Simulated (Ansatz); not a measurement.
**SiHBr: one species, many methods**

Aim: compute SiHBr with functionals from several rungs and with coupled cluster, and see how far each lands from CCSD(T) at the basis-set limit for the atomisation energy.

Program: Ansatz 0.2.0, Gaussian basis. Level of theory: functionals in def2-TZVPP, the program's frozen cores in correlated methods. These are calculated values, not measurements.

The runs, in order: LDA (SPW92), PBE-D4, revPBE-D4, BLYP-D4, r2SCAN-D4, B97M-V, PBE0-D4, B3LYP-D4, r2SCANh-D4, r2SCAN0-D4, HSE06-D4, BHLYP-D4, CAM-B3LYP-D4, LC-ωPBE, ωB97X-V, ωB97M-V, B2PLYP, PBE-QIDH; CCSD(T)/def2-SVP; CCSD(T)/def2-TZVPP; CCSD(T)/def2-QZVPP; extrapolation to the limit; RPA on PBE.

## Step 1: The relaxed structure

The geometry comes from an earlier relaxation with PBE0-D4 in a triple-zeta def2 set; it is a stationary point.

SMILES `[SiH]Br`, 3 atoms, charge 0, spin multiplicity 1.

Atoms are counted from 1 here; the program's logs count them from 0.

Bond lengths: Si1–Br2 2.245 Å, Si1–H3 1.527 Å. Angles: Br2–Si1–H3 94.0°.

## Step 2: LDA

This LDA is Slater exchange with PW92 correlation.

in.yaml reads:

```yaml
crystal:
  periodic: [false, false, false]
  atoms:
    - {symbol: Si, position_ang: [-0.624745, 0.521948, -0.296089]}
    - {symbol: Br, position_ang: [1.340911, 0.401453, 0.781387]}
    - {symbol: H, position_ang: [-0.727066, -0.988301, -0.498598]}
basis:
  gaussian: {orbitals: def2-TZVPP}
hamiltonian: {xc: lda}
output: {orbitals: {seedname: orbitals}}
```

The runs that follow: PBE-D4 (GGA); revPBE-D4 (GGA); BLYP-D4 (GGA); r2SCAN-D4 (meta-GGA); B97M-V (meta-GGA); PBE0-D4 (hybrid); B3LYP-D4 (hybrid); r2SCANh-D4 (hybrid); r2SCAN0-D4 (hybrid); HSE06-D4 (hybrid); BHLYP-D4 (hybrid); CAM-B3LYP-D4 (range-separated); LC-ωPBE-D4 (range-separated); ωB97X-V (range-separated); ωB97M-V (range-separated); B2PLYP (double hybrid); PBE-QIDH (double hybrid); CCSD(T) in def2-SVP; CCSD(T) in def2-TZVPP; CCSD(T) in def2-QZVPP; RPA on PBE orbitals.

Q: Predict the results of all the runs planned. Wanted: atomisation energy, CCSD(T)/CBS; farthest beyond LDA; mean size of error, GGA; mean size of error, meta-GGA; mean size of error, hybrid; mean size of error, range-separated; mean size of error, double hybrid; gap, smallest and largest; T1 diagnostic.

The runs gave:

```
                               quantity                                     value
        atomisation energy, CCSD(T)/CBS                                  7.287 eV
    functionals within 0.073 eV (1.0 %)                   PBE-D4, B97M-V, ωB97M-V
                    farthest beyond LDA                       LC-ωPBE (-0.451 eV)
                mean size of error, GGA                                  0.114 eV
           mean size of error, meta-GGA                                  0.066 eV
             mean size of error, hybrid                                  0.208 eV
    mean size of error, range-separated                                  0.190 eV
      mean size of error, double hybrid                                  0.236 eV
              gap, smallest and largest  1.89 eV (LDA (SPW92)), 8.62 eV (LC-ωPBE)
                          T1 diagnostic                                    0.0112
triples share of the correlation energy                                     3.6 %
```

What this shows: The LDA atomisation energy is off by 0.923 eV (13 %): it overbinds. PBE-D4 is off by -0.031 eV. Double hybrids carry the basis error of their MP2 part in triple zeta, and no dispersion term here, so their miss is partly the set-up's. By mean error the best rung here is meta-GGA (0.066 eV) and the worst beyond LDA is double hybrid (0.236 eV). Misses under about 0.073 eV are within the doubt on the reference itself, which lacks core-valence correlation, relativity and higher excitations, and its outer-core shells are covered unevenly. All levels share the lack of spin-orbit coupling, which lowers the free heavy atoms and so the true binding. Hartree-Fock recovers 68 % of the binding; the rest is correlation. CCSD(T) in def2-SVP is off by -0.770 eV, worse than the median functional, from the basis alone. Orbital gaps span 1.9 to 8.6 eV; exact exchange widens them. The restricted reference is unstable towards a spin-broken one. Correlated methods include outer-core shells of Br, which these sets cover unevenly.
